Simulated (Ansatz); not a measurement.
The system is Be2Si.

```
Si Be
1.0
     3.73352    0.00000    0.00000
     1.86676    3.23333    0.00000
     1.86676    1.07778    3.04841
Si Be
1 2
Direct
  0.00000 0.00000 0.00000
  0.25000 0.25000 0.25000
  0.75000 0.75000 0.75000
```

The cell comes from a database or a generator and needn't be the stable form of this composition.

The cell isn't the ideal one: another cell of the same crystal, with 3 atoms.

Base run:

* Program: Ansatz 0.2.0
* Functional: PBE
* Potentials or basis: Ansatz PAW
* Cutoff: 420 eV (not typed: the program's choice for these potentials)
* k mesh: 9 × 9 × 9
* Occupations: gaussian, width 0.1 eV
* Spin: no spin polarisation

Its results: band gap on the k mesh none (metal or under the smearing width); pressure 0.2 GPa.

Q: The run is repeated on the same cell with these changes: functional from PBE to LDA; occupations from gaussian, width 0.1 eV to gaussian, width 0.05 eV. What comes out?

A: Band gap on the k mesh none (metal or under the smearing width); pressure -3.8 GPa.

Caveats: the PAW data sets come from PBE, with cores solved anew for the run's functional, which leaves a small shift of forces and pressure (some runs).
